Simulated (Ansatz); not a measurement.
# CH4AlBrSe: a spread of methods and bases

How do the results and run time of CH4AlBrSe respond when the settings are drawn wide?

Method: the settings change from run to run; program: Ansatz 0.2.0, Gaussian basis.

## (1) The geometry

The structure was relaxed beforehand with PBE0-D4 in a triple-zeta def2 set.

8 atoms, charge 0, spin multiplicity 1.

Atoms are counted from 1 here; the program's logs count them from 0.

Bond lengths: C1–Se2 1.963 Å, C1–H5 1.087 Å, C1–H6 1.088 Å, C1–H7 1.088 Å, Se2–Al3 2.292 Å, Al3–Br4 2.261 Å, Al3–H8 1.572 Å. Angles: Se2–C1–H5 110.6°, Se2–C1–H6 107.8°, Se2–C1–H7 107.7°, H5–C1–H6 110.2°, H5–C1–H7 110.2°, H6–C1–H7 110.3°, C1–Se2–Al3 101.6°, Se2–Al3–Br4 119.5°, Se2–Al3–H8 120.7°, Br4–Al3–H8 119.8°.

## (2) RPA/def2-mTZVP

This run has charge -1, multiplicity 2.

Contents of in.yaml:

```yaml
crystal:
  periodic: [false, false, false]
  atoms:
    - {symbol: C, position_ang: [0.314738, 1.426939, -0.169981]}
    - {symbol: Se, position_ang: [-0.562538, 0.412552, 1.262978]}
    - {symbol: Al, position_ang: [-0.476190, -1.722794, 0.435146]}
    - {symbol: Br, position_ang: [0.481613, -2.099378, -1.578590]}
    - {symbol: H, position_ang: [0.629125, 0.763693, -0.972190]}
    - {symbol: H, position_ang: [-0.398482, 2.157237, -0.545178]}
    - {symbol: H, position_ang: [1.177697, 1.929917, 0.260341]}
    - {symbol: H, position_ang: [-1.073861, -2.925266, 1.251675]}
basis:
  gaussian: {orbitals: def2-mTZVP}
total_charge: -1
magnetization: {spin_polarized: true, initial_magnetization: 1}
hamiltonian: {xc: {name: HSE06}}
correlation: {method: rpa}
```

The run is started by

```
$ ansatz run in.yaml --threads 4 --pin off --events-out ev --progress --plain --max-ram 10444MiB
```

The program printed:

```text
Functional definition: HSE06
  name "HSE06"
  cite "Heyd, Scuseria & Ernzerhof, J. Chem. Phys. 118, 8207 (2003) doi:10.1063/1.1564060"
  cite "Krukau, Vydrov, Izmaylov & Scuseria, J. Chem. Phys. 125, 224106 (2006) doi:10.1063/1.2404663"
  cite "Heyd & Scuseria, J. Chem. Phys. 120, 7274 (2004) doi:10.1063/1.1668634"
  cite "Ernzerhof & Perdew, J. Chem. Phys. 109, 3313 (1998) doi:10.1063/1.476928"
  cite "Perdew, Burke & Ernzerhof, Phys. Rev. Lett. 77, 3865 (1996) doi:10.1103/PhysRevLett.77.3865"
  parent pbe
  parameter a = 0.25
  parameter omega = 0.11/bohr
  # The whole range is PBE's own exchange, as in plane waves. The composition of these papers is wPBEh.
  exchange = pbe_x - a*pbe_x_sr(omega) + a*exact_x_sr(omega)
  correlation = pbe_c
1158 factors; integrals over basis functions are off by at most 1.1e-3 eV
110 factors; integrals over basis functions are off by at most 3.5e-7 eV
mean field evaluation 1: about -143072.7290 eV, gradient 2.9e1 eV
mean field evaluation 2: about -143072.7593 eV, gradient 2.9e1 eV
mean field evaluation 4: about -143077.5433 eV, gradient 5.3e0 eV
mean field evaluation 8: about -143077.7083 eV, gradient 5.8e-1 eV
mean field evaluation 16: about -143077.7105 eV, gradient 5.1e-4 eV
mean field evaluation 32: about -143077.7037 eV, gradient 7.7e-1 eV
mean field evaluation 64: about -143077.1603 eV, gradient 1.1e0 eV
mean field -143077.71045180 eV, -5258.0088775484 hartree, gradient 7.0e-6 eV, S^2 0.754982; 6 other end points of the search recorded, 0 dependent functions left out
24 core orbitals not correlated: weight in the atoms' cores, before any rotation towards them, 0.999 or more for the frozen orbitals, at most 0.001 for the correlated occupied ones
reference -142980.36831277 eV, -5254.4316199198 hartree; 23, 22 occupied and 78, 79 virtual orbitals, 1158 factors
Total energy: -143005.26256479 eV, -5255.3464668075 hartree
```

It took 13 s on 4 threads of Arm Neoverse V2, shared host; peak memory 0.86 GiB.

⟨S²⟩ 0.755.

## (3) revPBE/cc-pVTZ-DK

Options: D3(BJ) dispersion.

Changes to in.yaml since step 2:

```diff
@@ -12,6 +12,3 @@
 basis:
-  gaussian: {orbitals: def2-mTZVP}
-total_charge: -1
-magnetization: {spin_polarized: true, initial_magnetization: 1}
-hamiltonian: {xc: {name: HSE06}}
-correlation: {method: rpa}
+  gaussian: {orbitals: cc-pVTZ-DK}
+hamiltonian: {xc: {name: revPBE}, dispersion: d3bj}
```

The command is unchanged.

The program printed:

```text
Functional definition: revPBE
  name "revPBE"
  cite "Zhang & Yang, Phys. Rev. Lett. 80, 890 (1998) doi:10.1103/PhysRevLett.80.890"
  cite "Perdew, Burke & Ernzerhof, Phys. Rev. Lett. 77, 3865 (1996) doi:10.1103/PhysRevLett.77.3865"
  parameter kappa = 1.245
  parameter beta = 0.06672455060314922
  exchange = pbe_x(kappa = kappa, mu = beta*pi^2/3)
  correlation = pbe_c(beta = beta)
1428 factors; their error is unknown
mean field evaluation 1: about -144738.4149 eV, gradient 5.6e1 eV
mean field evaluation 2: about -144724.9282 eV, gradient 8.2e1 eV
mean field evaluation 4: about -144745.6908 eV, gradient 5.3e0 eV
mean field evaluation 8: about -144745.7861 eV, gradient 1.3e-1 eV
mean field evaluation 16: about -144745.7631 eV, gradient 1.9e-4 eV
mean field -144745.76312543 eV, -5319.3086826573 hartree, gradient 5.4e-5 eV, S^2 0.000000; 0 other end points of the search recorded, 0 dependent functions left out
reference -144745.76317648 eV, -5319.3086845335 hartree; 46, 46 occupied and 160, 160 virtual orbitals, 1428 factors
Total energy: -144746.24717537 eV, -5319.3264711647 hartree
Relativity: scalar
```

It took 2.4 s on 4 threads of Arm Neoverse V2, shared host; peak memory 0.3 GiB.

## (4) BHLYP/STO-3G

Set apart from the defaults: D4 dispersion.

Changes to in.yaml since step 3:

```diff
@@ -12,3 +12,4 @@
 basis:
-  gaussian: {orbitals: cc-pVTZ-DK}
-hamiltonian: {xc: {name: revPBE}, dispersion: d3bj}
+  gaussian: {orbitals: STO-3G}
+hamiltonian: {xc: {name: BHLYP}, dispersion: d4}
+output: {forces: true}
```

The command is unchanged.

The program printed (excerpt; [...] marks lines left out):

```text
Functional definition: BHLYP
  name "BHLYP"
  cite "Becke, J. Chem. Phys. 98, 1372 (1993) doi:10.1063/1.464304"
  cite "Becke, Phys. Rev. A 38, 3098 (1988) doi:10.1103/PhysRevA.38.3098"
  cite "Lee, Yang & Parr, Phys. Rev. B 37, 785 (1988) doi:10.1103/PhysRevB.37.785"
[...]
577 factors; integrals over basis functions are off by at most 2.4e-5 eV
[...]
mean field -141519.49810361 eV, -5200.7456299467 hartree, gradient 2.9e-5 eV, S^2 0.000000; 0 other end points of the search recorded, 0 dependent functions left out
[...]
reference -141519.49824100 eV, -5200.7456349955 hartree; 46, 46 occupied and 8, 8 virtual orbitals, 577 factors
Total energy: -141519.80931159 eV, -5200.7570666287 hartree
Atom 0 at     0.314738     1.426939    -0.169981 Å, force    -0.486202    -0.532367     0.807314 eV/Å
Atom 1 at    -0.562538     0.412552     1.262978 Å, force     0.187083    -0.842021    -0.629248 eV/Å
Atom 2 at    -0.476190    -1.722794     0.435146 Å, force    -0.188635    -0.761186     0.142304 eV/Å
Atom 3 at     0.481613    -2.099378    -1.578590 Å, force    -0.587952     0.374243     1.280541 eV/Å
Atom 4 at     0.629125     0.763693    -0.972190 Å, force     0.099080    -0.013978    -0.200960 eV/Å
Atom 5 at    -0.398482     2.157237    -0.545178 Å, force     0.145834     0.152587    -0.189269 eV/Å
Atom 6 at     1.177697     1.929917     0.260341 Å, force     0.100985     0.158266    -0.211945 eV/Å
Atom 7 at    -1.073861    -2.925266     1.251675 Å, force     0.729806     1.464455    -0.998738 eV/Å
Dipole moment:    -0.055583    -0.070532     0.087227 e Å
```

Run time: 0.7 s. Hardware: 4 threads of Arm Neoverse V2, shared host.

Largest force 1.917 eV/Å, dipole 0.60 D.

## (5) B97/cc-pVTZ

Set apart from the defaults: charge +1, multiplicity 2.

Changes to in.yaml since step 4:

```diff
@@ -12,4 +12,6 @@
 basis:
-  gaussian: {orbitals: STO-3G}
-hamiltonian: {xc: {name: BHLYP}, dispersion: d4}
+  gaussian: {orbitals: cc-pVTZ}
+total_charge: 1
+magnetization: {spin_polarized: true, initial_magnetization: 1}
+hamiltonian: {xc: {name: B97}}
 output: {forces: true}
```

The command is unchanged.

The program printed (excerpt; [...] marks lines left out):

```text
Functional definition: B97
  name "B97"
  cite "Becke, J. Chem. Phys. 107, 8554 (1997) doi:10.1063/1.475007"
[...]
      + integral(e_c_pw_opposite_spin*poly(b97_u_opposite, cos0, cos1, cos2))
1504 factors; their error is unknown
[...]
mean field -143084.33272043 eV, -5258.2522414317 hartree, gradient 2.8e-5 eV, S^2 0.754312; 6 other end points of the search recorded, 0 dependent functions left out
[...]
reference -143084.33274766 eV, -5258.2522424322 hartree; 46, 45 occupied and 160, 161 virtual orbitals, 1504 factors
Total energy: -143084.33274766 eV, -5258.2522424322 hartree
Atom 0 at     0.314738     1.426939    -0.169981 Å, force     0.134388    -0.302651    -0.319395 eV/Å
Atom 1 at    -0.562538     0.412552     1.262978 Å, force     0.053759     2.032589     0.511957 eV/Å
Atom 2 at    -0.476190    -1.722794     0.435146 Å, force     0.139010    -2.583673    -1.067740 eV/Å
Atom 3 at     0.481613    -2.099378    -1.578590 Å, force    -0.110308     0.297587     0.309795 eV/Å
Atom 4 at     0.629125     0.763693    -0.972190 Å, force    -0.033124    -0.082596     0.032679 eV/Å
Atom 5 at    -0.398482     2.157237    -0.545178 Å, force    -0.196550     0.179713     0.147455 eV/Å
Atom 6 at     1.177697     1.929917     0.260341 Å, force     0.027405     0.148257     0.262351 eV/Å
Atom 7 at    -1.073861    -2.925266     1.251675 Å, force    -0.014580     0.310775     0.122899 eV/Å
Dipole moment:    -0.151725     0.793429     0.542121 e Å
```

Wall time 27 s (4 threads of Arm Neoverse V2, shared host); peak memory 1.1 GiB.

Largest force 2.799 eV/Å, ⟨S²⟩ 0.754.

## (6) wB97X-V/x2c-TZVPPall

Changes to in.yaml since step 5:

```diff
@@ -12,6 +12,4 @@
 basis:
-  gaussian: {orbitals: cc-pVTZ}
-total_charge: 1
-magnetization: {spin_polarized: true, initial_magnetization: 1}
-hamiltonian: {xc: {name: B97}}
+  gaussian: {orbitals: x2c-TZVPPall}
+hamiltonian: {xc: {name: wB97X-V}}
 output: {forces: true}
```

Same command.

The program printed (excerpt; [...] marks lines left out):

```text
Functional definition: wB97X-V
  name "wB97X-V"
  cite "Mardirossian & Head-Gordon, Phys. Chem. Chem. Phys. 16, 9904 (2014) doi:10.1039/C3CP54374A"
  cite "Becke, J. Chem. Phys. 107, 8554 (1997) doi:10.1063/1.475007"
  cite "Vydrov & Van Voorhis, J. Chem. Phys. 133, 244103 (2010) doi:10.1063/1.3521275"
[...]
      + integral(e_c_pw_opposite_spin*poly(b97_u_opposite, cos0, cos1)) + vv10(b, c)
1517 factors; their error is unknown
299 factors; integrals over basis functions are off by at most 2.7e-5 eV
[...]
mean field -144743.23801324 eV, -5319.2158864961 hartree, gradient 4.2e-5 eV, S^2 0.000000; 0 other end points of the search recorded, 0 dependent functions left out
[...]
reference -144743.23801121 eV, -5319.2158864216 hartree; 46, 46 occupied and 179, 179 virtual orbitals, 1517 factors
Total energy: -144743.23801121 eV, -5319.2158864216 hartree
Relativity: scalar
Atom 0 at     0.314738     1.426939    -0.169981 Å, force    -0.034429    -0.060301     0.051423 eV/Å
Atom 1 at    -0.562538     0.412552     1.262978 Å, force     0.014809    -0.098089    -0.060165 eV/Å
Atom 2 at    -0.476190    -1.722794     0.435146 Å, force     0.017281     0.049734    -0.017621 eV/Å
Atom 3 at     0.481613    -2.099378    -1.578590 Å, force    -0.049178     0.007365     0.099238 eV/Å
Atom 4 at     0.629125     0.763693    -0.972190 Å, force     0.010748     0.028010    -0.012935 eV/Å
Atom 5 at    -0.398482     2.157237    -0.545178 Å, force     0.003608     0.009234    -0.011367 eV/Å
Atom 6 at     1.177697     1.929917     0.260341 Å, force     0.008623     0.008163    -0.008666 eV/Å
Atom 7 at    -1.073861    -2.925266     1.251675 Å, force     0.028537     0.055884    -0.039907 eV/Å
Dipole moment:     0.036929     0.181715    -0.018942 e Å
```

It took 11 s on 4 threads of Arm Neoverse V2, shared host; peak memory 0.98 GiB.

Largest force 0.116 eV/Å, dipole 0.90 D.

## (7) RPBE/def2-mTZVPP

Set apart from the defaults: atoms shaken by 0.03 Å, high accuracy, the search for lower states set to full.

Contents of in.yaml:

```yaml
crystal:
  periodic: [false, false, false]
  atoms:
    - {symbol: C, position_ang: [0.316938, 1.457260, -0.143172]}
    - {symbol: Se, position_ang: [-0.555065, 0.408367, 1.236611]}
    - {symbol: Al, position_ang: [-0.480169, -1.766656, 0.431858]}
    - {symbol: Br, position_ang: [0.511667, -2.077040, -1.530834]}
    - {symbol: H, position_ang: [0.701225, 0.736383, -1.020080]}
    - {symbol: H, position_ang: [-0.420966, 2.156492, -0.510461]}
    - {symbol: H, position_ang: [1.189737, 1.940869, 0.271661]}
    - {symbol: H, position_ang: [-1.055958, -2.918268, 1.275025]}
basis:
  gaussian: {orbitals: def2-mTZVPP}
hamiltonian: {xc: {name: RPBE}}
accuracy: high
scf: {lower_state_search: full}
output: {forces: true}
```

Same command.

The program printed (excerpt; [...] marks lines left out):

```text
Functional definition: RPBE
  name "RPBE"
  cite "Hammer, Hansen & Nørskov, Phys. Rev. B 59, 7413 (1999) doi:10.1103/PhysRevB.59.7413"
  cite "Perdew, Burke & Ernzerhof, Phys. Rev. Lett. 77, 3865 (1996) doi:10.1103/PhysRevLett.77.3865"
[...]
2592 factors; integrals over basis functions are off by at most 2.4e-8 eV
[...]
mean field -143089.48711187 eV, -5258.4416618234 hartree, gradient 8.6e-8 eV, S^2 0.000000; 0 other end points of the search recorded, 0 dependent functions left out
[...]
reference -143089.48711545 eV, -5258.4416619549 hartree; 46, 46 occupied and 87, 87 virtual orbitals, 2592 factors
Total energy: -143089.48711545 eV, -5258.4416619549 hartree
Atom 0 at     0.316938     1.457260    -0.143172 Å, force     1.089142    -1.847286    -2.364494 eV/Å
Atom 1 at    -0.555065     0.408367     1.236611 Å, force    -0.467672    -0.382094     0.948415 eV/Å
Atom 2 at    -0.480169    -1.766656     0.431858 Å, force    -0.094258     0.678202     0.467938 eV/Å
Atom 3 at     0.511667    -2.077040    -1.530834 Å, force     0.447739    -0.324077    -0.968941 eV/Å
Atom 4 at     0.701225     0.736383    -1.020080 Å, force    -0.882628     1.602201     1.645454 eV/Å
Atom 5 at    -0.420966     2.156492    -0.510461 Å, force    -0.146748     0.417880    -0.328703 eV/Å
Atom 6 at     1.189737     1.940869     0.271661 Å, force     0.326338     0.381864     0.264883 eV/Å
Atom 7 at    -1.055958    -2.918268     1.275025 Å, force    -0.271913    -0.526689     0.335447 eV/Å
Dipole moment:     0.040299     0.146507    -0.060507 e Å
```

Run time: 5.5 s. Hardware: 4 threads of Arm Neoverse V2, shared host; peak memory 0.4 GiB.

Largest force 3.192 eV/Å, dipole 0.79 D.

## (8) CCSD/aug-cc-pVDZ

This run has atoms shaken by 0.08 Å.

Contents of in.yaml:

```yaml
crystal:
  periodic: [false, false, false]
  atoms:
    - {symbol: C, position_ang: [0.338354, 1.331527, -0.216372]}
    - {symbol: Se, position_ang: [-0.451994, 0.483266, 1.270614]}
    - {symbol: Al, position_ang: [-0.587446, -1.844025, 0.372539]}
    - {symbol: Br, position_ang: [0.329010, -2.187051, -1.555665]}
    - {symbol: H, position_ang: [0.579090, 0.787324, -1.040135]}
    - {symbol: H, position_ang: [-0.415159, 2.192734, -0.512877]}
    - {symbol: H, position_ang: [1.261583, 1.882207, 0.348151]}
    - {symbol: H, position_ang: [-0.963836, -3.037059, 1.135857]}
basis:
  gaussian: {orbitals: aug-cc-pVDZ}
hamiltonian: {xc: {name: HF}}
correlation: {method: ccsd}
```

The command is unchanged.

The program printed (excerpt; [...] marks lines left out):

```text
Functional definition: HF
  name "HF"
  cite "Fock, Z. Phys. 61, 126 (1930) doi:10.1007/BF01340294"
  parent pbe
[...]
1647 factors; integrals over basis functions are off by at most 8.3e-4 eV
[...]
mean field -142979.31057954 eV, -5254.3927489404 hartree, gradient 2.7e-6 eV, S^2 0.000000; 0 other end points of the search recorded, 0 dependent functions left out
24 core orbitals not correlated: weight in the atoms' cores, before any rotation towards them, 0.999 or more for the frozen orbitals, at most 0.001 for the correlated occupied ones
reference -142979.31057954 eV, -5254.3927489404 hartree; 22, 22 occupied and 112, 112 virtual orbitals, 1647 factors
second order -13.60899505 eV of doubles, -0.00000000 eV of singles
cycle   1  -14.36193707 eV  change   -7.5e-1 eV  update   9.1e-2
[...]
cycle   9  -14.80863036 eV  change   -1.8e-6 eV  update   3.6e-5
Total energy: -142994.11920990 eV, -5254.9369560685 hartree
```

It took 16 s on 4 threads of Arm Neoverse V2, shared host; peak memory 1.4 GiB.

T1 0.010.

## (9) PBE-QIDH/x2c-TZVPPall

Contents of in.yaml:

```yaml
crystal:
  periodic: [false, false, false]
  atoms:
    - {symbol: C, position_ang: [0.314738, 1.426939, -0.169981]}
    - {symbol: Se, position_ang: [-0.562538, 0.412552, 1.262978]}
    - {symbol: Al, position_ang: [-0.476190, -1.722794, 0.435146]}
    - {symbol: Br, position_ang: [0.481613, -2.099378, -1.578590]}
    - {symbol: H, position_ang: [0.629125, 0.763693, -0.972190]}
    - {symbol: H, position_ang: [-0.398482, 2.157237, -0.545178]}
    - {symbol: H, position_ang: [1.177697, 1.929917, 0.260341]}
    - {symbol: H, position_ang: [-1.073861, -2.925266, 1.251675]}
basis:
  gaussian: {orbitals: x2c-TZVPPall}
hamiltonian: {xc: {name: PBE-QIDH}}
```

Same command.

The program printed (excerpt; [...] marks lines left out):

```text
Functional definition: PBE-QIDH
  name "PBE-QIDH"
  cite "Brémond, Sancho-García, Pérez-Jiménez & Adamo, J. Chem. Phys. 141, 031101 (2014) doi:10.1063/1.4890314"
  cite "Perdew, Burke & Ernzerhof, Phys. Rev. Lett. 77, 3865 (1996) doi:10.1103/PhysRevLett.77.3865"
[...]
1386 factors; integrals over basis functions are off by at most 9.2e-4 eV
[...]
mean field -144705.37349854 eV, -5317.8243912463 hartree, gradient 8.8e-6 eV, S^2 0.000000; 0 other end points of the search recorded, 0 dependent functions left out
24 core orbitals not correlated: weight in the atoms' cores, before any rotation towards them, 1.000 or more for the frozen orbitals, at most 0.000 for the correlated occupied ones
reference -144705.37351084 eV, -5317.8243916984 hartree; 22, 22 occupied and 179, 179 virtual orbitals, 1386 factors
second order -24.65251152 eV of doubles, -0.00000000 eV of singles
Total energy: -144713.59101468 eV, -5318.1263793944 hartree
Relativity: scalar
```

It took 7 s on 4 threads of Arm Neoverse V2, shared host; peak memory 0.62 GiB.

## (10) LC-wPBE/STO-3G

Changes to in.yaml since step 9:

```diff
@@ -12,3 +12,4 @@
 basis:
-  gaussian: {orbitals: x2c-TZVPPall}
-hamiltonian: {xc: {name: PBE-QIDH}}
+  gaussian: {orbitals: STO-3G}
+hamiltonian: {xc: {name: LC-wPBE}}
+output: {forces: true}
```

Same command.

The program printed (excerpt; [...] marks lines left out):

```text
Functional definition: LC-wPBE
  name "LC-wPBE"
  cite "Vydrov & Scuseria, J. Chem. Phys. 125, 234109 (2006) doi:10.1063/1.2409292"
  cite "Heyd & Scuseria, J. Chem. Phys. 120, 7274 (2004) doi:10.1063/1.1668634"
  cite "Ernzerhof & Perdew, J. Chem. Phys. 109, 3313 (1998) doi:10.1063/1.476928"
  cite "Perdew, Burke & Ernzerhof, Phys. Rev. Lett. 77, 3865 (1996) doi:10.1103/PhysRevLett.77.3865"
  parent pbe
[...]
577 factors; integrals over basis functions are off by at most 2.4e-5 eV
218 factors; integrals over basis functions are off by at most 2.9e-6 eV
[...]
mean field -141490.95700845 eV, -5199.6967640454 hartree, gradient 1.8e-5 eV, S^2 0.000000; 0 other end points of the search recorded, 0 dependent functions left out
[...]
reference -141490.95700846 eV, -5199.6967640456 hartree; 46, 46 occupied and 8, 8 virtual orbitals, 577 factors
Total energy: -141490.95700846 eV, -5199.6967640456 hartree
Atom 0 at     0.314738     1.426939    -0.169981 Å, force    -0.712509    -0.788785     1.178117 eV/Å
Atom 1 at    -0.562538     0.412552     1.262978 Å, force     0.362121    -0.917729    -1.000679 eV/Å
Atom 2 at    -0.476190    -1.722794     0.435146 Å, force    -0.057249    -0.446490    -0.021139 eV/Å
Atom 3 at     0.481613    -2.099378    -1.578590 Å, force    -0.686677     0.379401     1.477669 eV/Å
Atom 4 at     0.629125     0.763693    -0.972190 Å, force     0.149016    -0.109825    -0.324971 eV/Å
Atom 5 at    -0.398482     2.157237    -0.545178 Å, force     0.016976     0.277964    -0.246635 eV/Å
Atom 6 at     1.177697     1.929917     0.260341 Å, force     0.247308     0.243847    -0.128760 eV/Å
Atom 7 at    -1.073861    -2.925266     1.251675 Å, force     0.681014     1.361618    -0.933603 eV/Å
Dipole moment:    -0.057942    -0.087119     0.086759 e Å
```

Run time: 0.75 s. Hardware: 4 threads of Arm Neoverse V2, shared host.

Largest force 1.786 eV/Å, dipole 0.65 D.

## (11) The runs in one table

| level | charge | multiplicity | geometry | functions | energy (eV) | time |
| --- | --- | --- | --- | --- | --- | --- |
| RPA/def2-mTZVP | -1 | 2 | relaxed | 125 | -143005.263 | 13 s |
| revPBE/cc-pVTZ-DK | 0 | 1 | relaxed | 206 | -144746.247 | 2.4 s |
| BHLYP/STO-3G | 0 | 1 | relaxed | 54 | -141519.809 | 0.7 s |
| B97/cc-pVTZ | 1 | 2 | relaxed | 206 | -143084.333 | 27 s |
| wB97X-V/x2c-TZVPPall | 0 | 1 | relaxed | 225 | -144743.238 | 11 s |
| RPBE/def2-mTZVPP | 0 | 1 | shaken | 133 | -143089.487 | 5.5 s |
| CCSD/aug-cc-pVDZ | 0 | 1 | shaken | 158 | -142994.119 | 16 s |
| PBE-QIDH/x2c-TZVPPall | 0 | 1 | relaxed | 225 | -144713.591 | 7 s |
| LC-wPBE/STO-3G | 0 | 1 | relaxed | 54 | -141490.957 | 0.75 s |

## (12) What came out

| quantity | value |
| --- | --- |
| runs | 9 |
| quickest | BHLYP/STO-3G, 0.7 s |
| slowest | B97/cc-pVTZ, 27 s |
| spread of total energies, same state and geometry | 3255.3 eV |
| dipole, same state and geometry | 0.60 to 0.90 D |

In words: B97/cc-pVTZ took 38 times as long as BHLYP/STO-3G. The jobs differ in tasks and options as well as level. The totals spread over 3255 eV; they can't be compared across methods or bases. Some of these runs are scalar-relativistic and others not, which shifts the totals of all-electron atoms past neon by several eV an atom and more; core potentials, where a basis has them, take the core out of the total altogether. At the PBE0-D4/def2-TZVP geometry and in the same state, the sound runs without point charges leave forces up to 1.92 eV/Å (BHLYP/STO-3G), against 3.2 eV/Å where the atoms were moved. At that geometry and state the dipole changes by 49 % between the lowest and highest value.
